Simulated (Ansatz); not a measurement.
**CH₇GeInO: a spread of methods and bases**

How do the results and run time of CH₇GeInO respond when the settings are drawn wide?

The runs use Ansatz 0.2.0, Gaussian basis; the settings change from run to run.

### Step 1. The geometry

An earlier PBE0-D4 in a triple-zeta def2 set relaxation fixed the geometry. In takes a core potential in def2 sets; no spin-orbit term is included.

11 atoms, charge 0, spin multiplicity 1.

Atoms are counted from 1 here; the program's logs count them from 0.

Bond lengths: Ge1–O2 1.784 Å, Ge1–H5 1.542 Å, Ge1–H6 1.532 Å, Ge1–H7 1.542 Å, O2–C3 1.414 Å, C3–In4 2.176 Å, C3–H8 1.101 Å, C3–H9 1.101 Å, In4–H10 1.734 Å, In4–H11 1.725 Å. Angles: O2–Ge1–H5 108.7°, O2–Ge1–H6 105.5°, O2–Ge1–H7 108.6°, H5–Ge1–H6 112.1°, H5–Ge1–H7 109.7°, H6–Ge1–H7 112.1°, Ge1–O2–C3 116.9°, O2–C3–In4 110.3°, O2–C3–H8 111.8°, O2–C3–H9 111.8°, In4–C3–H8 108.4°, In4–C3–H9 108.4°, H8–C3–H9 106.0°, C3–In4–H10 118.9°, C3–In4–H11 120.4°, H10–In4–H11 120.7°.

Geometry (Å):

```xyz
11
CH7GeInO
Ge   -0.1941    2.1078    0.4826
O     0.4920    0.4669    0.3454
C    -0.3122   -0.5127   -0.2821
In    0.7258   -2.4241   -0.3261
H    -0.4978    2.6356   -0.9339
H     0.8793    2.9419    1.1901
H    -1.4992    2.0296    1.2996
H    -0.5668   -0.2312   -1.3157
H    -1.2714   -0.6501    0.2408
H    -0.0611   -3.7892   -1.0498
H     2.3055   -2.5743    0.3491
```

### Step 2. wB97X-V/STO-3G

This run has atoms shaken by 0.08 Å, high accuracy.

in.yaml reads:

```yaml
crystal:
  periodic: [false, false, false]
  atoms:
    - {symbol: Ge, position_ang: [-0.306860, 2.203584, 0.453675]}
    - {symbol: O, position_ang: [0.580791, 0.503518, 0.488934]}
    - {symbol: C, position_ang: [-0.373710, -0.447086, -0.284532]}
    - {symbol: In, position_ang: [0.797353, -2.349699, -0.398827]}
    - {symbol: H, position_ang: [-0.626284, 2.542591, -0.947174]}
    - {symbol: H, position_ang: [0.812972, 3.056862, 1.303664]}
    - {symbol: H, position_ang: [-1.572512, 2.086671, 1.299236]}
    - {symbol: H, position_ang: [-0.630477, -0.166101, -1.218811]}
    - {symbol: H, position_ang: [-1.340236, -0.651382, 0.256236]}
    - {symbol: H, position_ang: [-0.135733, -3.661662, -0.998966]}
    - {symbol: H, position_ang: [2.445843, -2.514589, 0.404629]}
basis:
  gaussian: {orbitals: STO-3G}
hamiltonian: {xc: {name: wB97X-V}}
accuracy: high
output: {forces: true}
```

Started as:

```bash
ansatz run in.yaml --threads 4 --pin off --events-out ev --progress --plain --max-ram 10444MiB
```

Log, shortened:

```text
Functional definition: wB97X-V
  name "wB97X-V"
  cite "Mardirossian & Head-Gordon, Phys. Chem. Chem. Phys. 16, 9904 (2014) doi:10.1039/C3CP54374A"
  cite "Becke, J. Chem. Phys. 107, 8554 (1997) doi:10.1063/1.475007"
  cite "Vydrov & Van Voorhis, J. Chem. Phys. 133, 244103 (2010) doi:10.1063/1.3521275"
[...]
      + integral(e_c_pw_opposite_spin*poly(b97_u_opposite, cos0, cos1)) + vv10(b, c)
1154 factors; integrals over basis functions are off by at most 4.7e-8 eV
275 factors; integrals over basis functions are off by at most 1.5e-9 eV
[...]
mean field -213702.48506745 eV, -7853.4214734817 hartree, gradient 7.2e-8 eV, S^2 0.000000; 0 other end points of the search recorded, 0 dependent functions left out
[...]
reference -213702.48506730 eV, -7853.4214734763 hartree; 51, 51 occupied and 11, 11 virtual orbitals, 1154 factors
Total energy: -213702.48506730 eV, -7853.4214734763 hartree
Atom 0 at    -0.306860     2.203584     0.453675 Å, force     1.601384    -0.488828     1.909416 eV/Å
Atom 1 at     0.580791     0.503518     0.488934 Å, force    -3.258738     1.124051    -1.573782 eV/Å
Atom 2 at    -0.373710    -0.447086    -0.284532 Å, force     3.552918    -2.932964     5.711157 eV/Å
Atom 3 at     0.797353    -2.349699    -0.398827 Å, force     0.017635    -0.593826     0.981498 eV/Å
Atom 4 at    -0.626284     2.542591    -0.947174 Å, force     0.483736    -0.130869     1.594671 eV/Å
Atom 5 at     0.812972     3.056862     1.303664 Å, force    -2.471422    -1.400477    -2.007799 eV/Å
Atom 6 at    -1.572512     2.086671     1.299236 Å, force     1.683915     0.230306    -1.201670 eV/Å
Atom 7 at    -0.630477    -0.166101    -1.218811 Å, force    -1.064463     2.008791    -4.437922 eV/Å
Atom 8 at    -1.340236    -0.651382     0.256236 Å, force     0.707421     0.393370    -0.103291 eV/Å
Atom 9 at    -0.135733    -3.661662    -0.998966 Å, force     1.297583     1.459700     0.556392 eV/Å
Atom 10 at     2.445843    -2.514589     0.404629 Å, force    -2.549970     0.330746    -1.428671 eV/Å
Dipole moment:    -0.107910     0.020391    -0.235494 e Å
```

It took 9.5 s on 4 threads of Intel Xeon 6975P-C, shared host.

Largest force 7.338 eV/Å, dipole 1.25 D.

### Step 3. HSE06/def2-SVPD

Options: unrestricted orbitals, density fitting with def2-universal-jkfit, D3(BJ) dispersion.

in.yaml reads:

```yaml
crystal:
  periodic: [false, false, false]
  atoms:
    - {symbol: Ge, position_ang: [-0.194096, 2.107832, 0.482567]}
    - {symbol: O, position_ang: [0.492012, 0.466868, 0.345428]}
    - {symbol: C, position_ang: [-0.312228, -0.512660, -0.282076]}
    - {symbol: In, position_ang: [0.725806, -2.424128, -0.326148]}
    - {symbol: H, position_ang: [-0.497808, 2.635555, -0.933863]}
    - {symbol: H, position_ang: [0.879259, 2.941869, 1.190050]}
    - {symbol: H, position_ang: [-1.499236, 2.029556, 1.299586]}
    - {symbol: H, position_ang: [-0.566765, -0.231237, -1.315675]}
    - {symbol: H, position_ang: [-1.271397, -0.650137, 0.240848]}
    - {symbol: H, position_ang: [-0.061060, -3.789247, -1.049840]}
    - {symbol: H, position_ang: [2.305504, -2.574271, 0.349122]}
basis:
  gaussian: {orbitals: def2-SVPD, fitting: {mean_field: def2-universal-jkfit}}
magnetization: {spin_polarized: true, initial_magnetization: 0}
hamiltonian: {xc: {name: HSE06}, dispersion: d3bj}
```

Launched as before.

Log, shortened:

```text
Functional definition: HSE06
  name "HSE06"
  cite "Heyd, Scuseria & Ernzerhof, J. Chem. Phys. 118, 8207 (2003) doi:10.1063/1.1564060"
  cite "Krukau, Vydrov, Izmaylov & Scuseria, J. Chem. Phys. 125, 224106 (2006) doi:10.1063/1.2404663"
  cite "Heyd & Scuseria, J. Chem. Phys. 120, 7274 (2004) doi:10.1063/1.1668634"
  cite "Ernzerhof & Perdew, J. Chem. Phys. 109, 3313 (1998) doi:10.1063/1.476928"
  cite "Perdew, Burke & Ernzerhof, Phys. Rev. Lett. 77, 3865 (1996) doi:10.1103/PhysRevLett.77.3865"
  parent pbe
[...]
  # The whole range is PBE's own exchange, as in plane waves. The composition of these papers is wPBEh.
[...]
762 factors; integrals over basis functions are off by at most 3.8e-1 eV
762 factors; integrals over basis functions are off by at most 3.0e-7 eV
[...]
mean field -64868.59243651 eV, -2383.8768025307 hartree, gradient 4.5e-5 eV, S^2 0.000000; 0 other end points of the search recorded, 0 dependent functions left out
reference -64868.59249711 eV, -2383.8768047575 hartree; 37, 37 occupied and 132, 132 virtual orbitals, 762 factors
Total energy: -64868.75156521 eV, -2383.8826504023 hartree
```

Wall time 2.5 s (4 threads of Intel Xeon 6975P-C, shared host); peak memory 0.92 GiB.

⟨S²⟩ 0.000.

### Step 4. HF/x2c-TZVPPall

Edit in.yaml of step 3 so:

```diff
@@ -15,4 +15,4 @@
 basis:
-  gaussian: {orbitals: def2-SVPD, fitting: {mean_field: def2-universal-jkfit}}
-magnetization: {spin_polarized: true, initial_magnetization: 0}
-hamiltonian: {xc: {name: HSE06}, dispersion: d3bj}
+  gaussian: {orbitals: x2c-TZVPPall}
+hamiltonian: {xc: {name: HF}}
+output: {forces: true}
```

Launched as before.

Log, shortened:

```text
Functional definition: HF
  name "HF"
  cite "Fock, Z. Phys. 61, 126 (1930) doi:10.1007/BF01340294"
  parent pbe
[...]
2091 factors; their error is unknown
[...]
mean field -220203.65597366 eV, -8092.3350976331 hartree, gradient 1.2e-5 eV, S^2 0.000000; 0 other end points of the search recorded, 0 dependent functions left out
[...]
reference -220203.65597366 eV, -8092.3350976331 hartree; 51, 51 occupied and 217, 217 virtual orbitals, 2091 factors
Total energy: -220203.65597366 eV, -8092.3350976331 hartree
Relativity: scalar
Atom 0 at    -0.194096     2.107832     0.482567 Å, force     0.258647    -0.348140     0.021969 eV/Å
Atom 1 at     0.492012     0.466868     0.345428 Å, force    -0.630093     0.492491    -0.149786 eV/Å
Atom 2 at    -0.312228    -0.512660    -0.282076 Å, force    -0.280930     0.040230    -0.117283 eV/Å
Atom 3 at     0.725806    -2.424128    -0.326148 Å, force     0.079108    -0.073033     0.015764 eV/Å
Atom 4 at    -0.497808     2.635555    -0.933863 Å, force     0.051443    -0.068324     0.194668 eV/Å
Atom 5 at     0.879259     2.941869     1.190050 Å, force    -0.150069    -0.062732    -0.084113 eV/Å
Atom 6 at    -1.499236     2.029556     1.299586 Å, force     0.185199     0.013344    -0.103825 eV/Å
Atom 7 at    -0.566765    -0.231237    -1.315675 Å, force     0.076733     0.004626     0.401586 eV/Å
Atom 8 at    -1.271397    -0.650137     0.240848 Å, force     0.335729     0.158575    -0.170412 eV/Å
Atom 9 at    -0.061060    -3.789247    -1.049840 Å, force    -0.059136    -0.118778    -0.058740 eV/Å
Atom 10 at     2.305504    -2.574271     0.349122 Å, force     0.133369    -0.038259     0.050171 eV/Å
Dipole moment:    -0.257961     0.185080    -0.066193 e Å
```

Wall time 4.2 s (4 threads of Intel Xeon 6975P-C, shared host); peak memory 1.1 GiB.

Largest force 0.814 eV/Å, dipole 1.56 D.

### Step 5. r2SCAN/def2-TZVPD

Set apart from the defaults: unrestricted orbitals, density fitting with def2-universal-jkfit.

Edit in.yaml of step 4 so:

```diff
@@ -15,4 +15,5 @@
 basis:
-  gaussian: {orbitals: x2c-TZVPPall}
-hamiltonian: {xc: {name: HF}}
+  gaussian: {orbitals: def2-TZVPD, fitting: {mean_field: def2-universal-jkfit}}
+magnetization: {spin_polarized: true, initial_magnetization: 0}
+hamiltonian: {xc: {name: r2SCAN}}
 output: {forces: true}
```

Launched as before.

Log, shortened:

```text
Functional definition: r2SCAN
  name "r2SCAN"
  cite "Furness, Kaplan, Ning, Perdew & Sun, J. Phys. Chem. Lett. 11, 8208 (2020) doi:10.1021/acs.jpclett.0c02405"
  cite "Furness, Kaplan, Ning, Perdew & Sun, J. Phys. Chem. Lett. 11, 9248 (2020) doi:10.1021/acs.jpclett.0c03077"
  parent r2scan
[...]
762 factors; integrals over basis functions are off by at most 8.8e-1 eV
[...]
mean field -64890.32651433 eV, -2384.6755151585 hartree, gradient 6.4e-5 eV, S^2 0.000000; 0 other end points of the search recorded, 0 dependent functions left out
[...]
reference -64890.32654384 eV, -2384.6755162432 hartree; 37, 37 occupied and 213, 213 virtual orbitals, 762 factors
Total energy: -64890.32654384 eV, -2384.6755162432 hartree
Atom 0 at    -0.194096     2.107832     0.482567 Å, force    -0.060705     0.148925     0.013251 eV/Å
Atom 1 at     0.492012     0.466868     0.345428 Å, force     0.228570     0.127997     0.137515 eV/Å
Atom 2 at    -0.312228    -0.512660    -0.282076 Å, force    -0.157263    -0.152462    -0.112333 eV/Å
Atom 3 at     0.725806    -2.424128    -0.326148 Å, force     0.034927    -0.080887    -0.006200 eV/Å
Atom 4 at    -0.497808     2.635555    -0.933863 Å, force     0.009113    -0.022406     0.034397 eV/Å
Atom 5 at     0.879259     2.941869     1.190050 Å, force    -0.031054    -0.039441    -0.024392 eV/Å
Atom 6 at    -1.499236     2.029556     1.299586 Å, force     0.034809    -0.006398    -0.022937 eV/Å
Atom 7 at    -0.566765    -0.231237    -1.315675 Å, force    -0.007445     0.010177    -0.044232 eV/Å
Atom 8 at    -1.271397    -0.650137     0.240848 Å, force    -0.038386    -0.008423     0.024463 eV/Å
Atom 9 at    -0.061060    -3.789247    -1.049840 Å, force     0.002785     0.014007     0.005010 eV/Å
Atom 10 at     2.305504    -2.574271     0.349122 Å, force    -0.015350     0.008911    -0.004542 eV/Å
Dipole moment:    -0.220876     0.173634    -0.052594 e Å
```

Wall time 4.8 s (4 threads of Intel Xeon 6975P-C, shared host).

Largest force 0.296 eV/Å, dipole 1.37 D, ⟨S²⟩ 0.000.

### Step 6. B3LYP5/def2-SVP

Options: charge -1, multiplicity 2, density fitting with def2-universal-jkfit.

Edit in.yaml of step 5 so:

```diff
@@ -15,5 +15,5 @@
 basis:
-  gaussian: {orbitals: def2-TZVPD, fitting: {mean_field: def2-universal-jkfit}}
-magnetization: {spin_polarized: true, initial_magnetization: 0}
-hamiltonian: {xc: {name: r2SCAN}}
-output: {forces: true}
+  gaussian: {orbitals: def2-SVP, fitting: {mean_field: def2-universal-jkfit}}
+total_charge: -1
+magnetization: {spin_polarized: true, initial_magnetization: 1}
+hamiltonian: {xc: {name: B3LYP5}}
```

Launched as before.

Log, shortened:

```text
Functional definition: B3LYP5
  name "B3LYP5"
  cite "Stephens, Devlin, Chabalowski & Frisch, J. Phys. Chem. 98, 11623 (1994) doi:10.1021/j100096a001"
  cite "Becke, Phys. Rev. A 38, 3098 (1988) doi:10.1103/PhysRevA.38.3098"
  cite "Lee, Yang & Parr, Phys. Rev. B 37, 785 (1988) doi:10.1103/PhysRevB.37.785"
  cite "Vosko, Wilk & Nusair, Can. J. Phys. 58, 1200 (1980) doi:10.1139/p80-159"
[...]
762 factors; integrals over basis functions are off by at most 3.8e-1 eV
[...]
mean field -64874.61979953 eV, -2384.0983040360 hartree, gradient 2.5e-5 eV, S^2 0.752487; 1 other end points of the search recorded, 0 dependent functions left out
reference -64874.62011792 eV, -2384.0983157368 hartree; 38, 37 occupied and 83, 84 virtual orbitals, 762 factors
Total energy: -64874.62011792 eV, -2384.0983157368 hartree
```

It took 1.8 s on 4 threads of Intel Xeon 6975P-C, shared host.

⟨S²⟩ 0.752.

### Step 7. B97/ANO-RCC-VTZP

This run has unrestricted orbitals, atoms shaken by 0.08 Å.

in.yaml reads:

```yaml
crystal:
  periodic: [false, false, false]
  atoms:
    - {symbol: Ge, position_ang: [-0.253178, 2.205152, 0.492424]}
    - {symbol: O, position_ang: [0.491132, 0.423362, 0.385866]}
    - {symbol: C, position_ang: [-0.313581, -0.571605, -0.076458]}
    - {symbol: In, position_ang: [0.673564, -2.404708, -0.400569]}
    - {symbol: H, position_ang: [-0.464683, 2.747207, -0.801991]}
    - {symbol: H, position_ang: [0.777735, 2.879235, 1.156711]}
    - {symbol: H, position_ang: [-1.474664, 2.068517, 1.202629]}
    - {symbol: H, position_ang: [-0.428848, -0.281548, -1.418679]}
    - {symbol: H, position_ang: [-1.396236, -0.669899, 0.226255]}
    - {symbol: H, position_ang: [-0.052326, -3.734618, -1.054532]}
    - {symbol: H, position_ang: [2.352715, -2.609454, 0.189209]}
basis:
  gaussian: {orbitals: ANO-RCC-VTZP}
magnetization: {spin_polarized: true, initial_magnetization: 0}
hamiltonian: {xc: {name: B97}}
output: {forces: true}
```

The command is unchanged.

Log, shortened:

```text
Functional definition: B97
  name "B97"
  cite "Becke, J. Chem. Phys. 107, 8554 (1997) doi:10.1063/1.475007"
[...]
      + integral(e_c_pw_opposite_spin*poly(b97_u_opposite, cos0, cos1, cos2))
2090 factors; their error is unknown
[...]
mean field -220331.32897340 eV, -8097.0269938338 hartree, gradient 1.5e-5 eV, S^2 0.000000; 0 other end points of the search recorded, 0 dependent functions left out
[...]
reference -220331.32904275 eV, -8097.0269963824 hartree; 51, 51 occupied and 218, 218 virtual orbitals, 2090 factors
Total energy: -220331.32904275 eV, -8097.0269963824 hartree
Relativity: scalar
Atom 0 at    -0.253178     2.205152     0.492424 Å, force     1.058942    -3.457064    -0.316320 eV/Å
Atom 1 at     0.491132     0.423362     0.385866 Å, force    -0.578732     2.255754     1.221490 eV/Å
Atom 2 at    -0.313581    -0.571605    -0.076458 Å, force    -1.228263     0.763088    -4.294248 eV/Å
Atom 3 at     0.673564    -2.404708    -0.400569 Å, force     1.406221    -0.155450     0.977374 eV/Å
Atom 4 at    -0.464683     2.747207    -0.801991 Å, force    -0.346324     0.679264    -2.299133 eV/Å
Atom 5 at     0.777735     2.879235     1.156711 Å, force     2.011901     1.380344     1.460384 eV/Å
Atom 6 at    -1.474664     2.068517     1.202629 Å, force    -1.981515    -0.230048     1.222652 eV/Å
Atom 7 at    -0.428848    -0.281548    -1.418679 Å, force    -0.240557    -1.039370     2.844043 eV/Å
Atom 8 at    -1.396236    -0.669899     0.226255 Å, force     0.895744     0.509160     0.067168 eV/Å
Atom 9 at    -0.052326    -3.734618    -1.054532 Å, force    -0.566685    -0.852510    -0.588961 eV/Å
Atom 10 at     2.352715    -2.609454     0.189209 Å, force    -0.430732     0.146832    -0.294448 eV/Å
Dipole moment:    -0.369327     0.488122     0.014754 e Å
```

Wall time 23 s (4 threads of Intel Xeon 6975P-C, shared host); peak memory 2 GiB.

Largest force 4.531 eV/Å, dipole 2.94 D, ⟨S²⟩ 0.000.

### Step 8. wB97X/def2-TZVP

in.yaml reads:

```yaml
crystal:
  periodic: [false, false, false]
  atoms:
    - {symbol: Ge, position_ang: [-0.194096, 2.107832, 0.482567]}
    - {symbol: O, position_ang: [0.492012, 0.466868, 0.345428]}
    - {symbol: C, position_ang: [-0.312228, -0.512660, -0.282076]}
    - {symbol: In, position_ang: [0.725806, -2.424128, -0.326148]}
    - {symbol: H, position_ang: [-0.497808, 2.635555, -0.933863]}
    - {symbol: H, position_ang: [0.879259, 2.941869, 1.190050]}
    - {symbol: H, position_ang: [-1.499236, 2.029556, 1.299586]}
    - {symbol: H, position_ang: [-0.566765, -0.231237, -1.315675]}
    - {symbol: H, position_ang: [-1.271397, -0.650137, 0.240848]}
    - {symbol: H, position_ang: [-0.061060, -3.789247, -1.049840]}
    - {symbol: H, position_ang: [2.305504, -2.574271, 0.349122]}
basis:
  gaussian: {orbitals: def2-TZVP}
hamiltonian: {xc: {name: wB97X}}
```

Launched as before.

Log, shortened:

```text
Functional definition: wB97X
  name "wB97X"
  cite "Chai & Head-Gordon, J. Chem. Phys. 128, 084106 (2008) doi:10.1063/1.2834918"
  cite "Becke, J. Chem. Phys. 107, 8554 (1997) doi:10.1063/1.475007"
[...]
  # The coefficients of nought are those of the uniform gas.
[...]
      + exact_x_lr(omega)
[...]
      + integral(e_c_pw_opposite_spin*poly(b97_u_opposite, 1, cos1, cos2, cos3, cos4))
1465 factors; their error is unknown
364 factors; integrals over basis functions are off by at most 1.7e-5 eV
[...]
mean field -64891.88796716 eV, -2384.7328974918 hartree, gradient 2.6e-5 eV, S^2 0.000000; 0 other end points of the search recorded, 0 dependent functions left out
reference -64891.88791719 eV, -2384.7328956553 hartree; 37, 37 occupied and 165, 165 virtual orbitals, 1465 factors
Total energy: -64891.88791719 eV, -2384.7328956553 hartree
```

Wall time 3.5 s (4 threads of Intel Xeon 6975P-C, shared host); peak memory 0.66 GiB.

### Step 9. rPW86-PBE/def2-SVP

This run has D3(BJ) dispersion, relativity set to scalar, the search for lower states set to full.

Edit in.yaml of step 8 so:

```diff
@@ -15,3 +15,5 @@
 basis:
-  gaussian: {orbitals: def2-TZVP}
-hamiltonian: {xc: {name: wB97X}}
+  gaussian: {orbitals: def2-SVP}
+hamiltonian: {xc: {name: rPW86-PBE}, dispersion: d3bj, pseudopotentials: {relativity: scalar}}
+scf: {lower_state_search: full}
+output: {forces: true}
```

Same command.

Log, shortened:

```text
Functional definition: rPW86-PBE
  name "rPW86-PBE"
  cite "Murray, Lee & Langreth, J. Chem. Theory Comput. 5, 2754 (2009) doi:10.1021/ct900365q"
  cite "Perdew, Burke & Ernzerhof, Phys. Rev. Lett. 77, 3865 (1996) doi:10.1103/PhysRevLett.77.3865"
  parent pbe
[...]
1374 factors; their error is unknown
[...]
mean field -65381.08155480 eV, -2402.7104302500 hartree, gradient 1.0e-5 eV, S^2 0.000000; 1 other end points of the search recorded, 0 dependent functions left out
[...]
reference -65381.08169692 eV, -2402.7104354728 hartree; 37, 37 occupied and 84, 84 virtual orbitals, 1374 factors
Total energy: -65381.29335272 eV, -2402.7182136803 hartree
Relativity: scalar
Atom 0 at    -0.194096     2.107832     0.482567 Å, force    -0.225930     0.636737     0.071601 eV/Å
Atom 1 at     0.492012     0.466868     0.345428 Å, force     0.677371    -0.377681     0.202125 eV/Å
Atom 2 at    -0.312228    -0.512660    -0.282076 Å, force     0.039367     0.127260     0.051742 eV/Å
Atom 3 at     0.725806    -2.424128    -0.326148 Å, force     0.079372    -0.197431    -0.017461 eV/Å
Atom 4 at    -0.497808     2.635555    -0.933863 Å, force    -0.042482     0.090664    -0.191882 eV/Å
Atom 5 at     0.879259     2.941869     1.190050 Å, force     0.122892     0.083150     0.077841 eV/Å
Atom 6 at    -1.499236     2.029556     1.299586 Å, force    -0.181292     0.007109     0.117503 eV/Å
Atom 7 at    -0.566765    -0.231237    -1.315675 Å, force    -0.154523     0.058908    -0.503178 eV/Å
Atom 8 at    -1.271397    -0.650137     0.240848 Å, force    -0.472630    -0.130503     0.200416 eV/Å
Atom 9 at    -0.061060    -3.789247    -1.049840 Å, force    -0.142787    -0.274365    -0.138510 eV/Å
Atom 10 at     2.305504    -2.574271     0.349122 Å, force     0.300642    -0.023848     0.129803 eV/Å
Dipole moment:    -0.228253     0.157444    -0.060323 e Å
```

It took 2 s on 4 threads of Intel Xeon 6975P-C, shared host.

Largest force 0.801 eV/Å, dipole 1.36 D.

### Step 10. All runs side by side

```tsv
level	charge	multiplicity	geometry	functions	energy (eV)	time
wB97X-V/STO-3G	0	1	shaken	62	-213702.485	9.5 s
HSE06/def2-SVPD	0	1	relaxed	169	-64868.752	2.5 s
HF/x2c-TZVPPall	0	1	relaxed	268	-220203.656	4.2 s
r2SCAN/def2-TZVPD	0	1	relaxed	250	-64890.327	4.8 s
B3LYP5/def2-SVP	-1	2	relaxed	121	-64874.620	1.8 s
B97/ANO-RCC-VTZP	0	1	shaken	269	-220331.329	23 s
wB97X/def2-TZVP	0	1	relaxed	202	-64891.888	3.5 s
rPW86-PBE/def2-SVP	0	1	relaxed	121	-65381.293	2 s
```

### Step 11. What came out

| quantity | value |
| --- | --- |
| runs | 8 |
| quickest | B3LYP5/def2-SVP, 1.8 s |
| slowest | B97/ANO-RCC-VTZP, 23 s |
| spread of total energies, same state and geometry | 155334.9 eV |
| dipole, same state and geometry | 1.36 to 1.56 D |

What this shows: B97/ANO-RCC-VTZP took 13 times as long as B3LYP5/def2-SVP. The jobs differ in tasks and options as well as level. Total energies at one charge and spin differ by 155335 eV between levels, so only differences within one level mean anything. Some of these runs are scalar-relativistic and others not, which shifts the totals of all-electron atoms past neon by several eV an atom and more; core potentials, where a basis has them, take the core out of the total altogether. At the PBE0-D4/def2-TZVP geometry and in the same state, the sound runs without point charges leave forces up to 0.81 eV/Å (HF/x2c-TZVPPall), against 7.3 eV/Å where the atoms were moved. At that geometry and state the dipole changes by 14 % between the lowest and highest value.
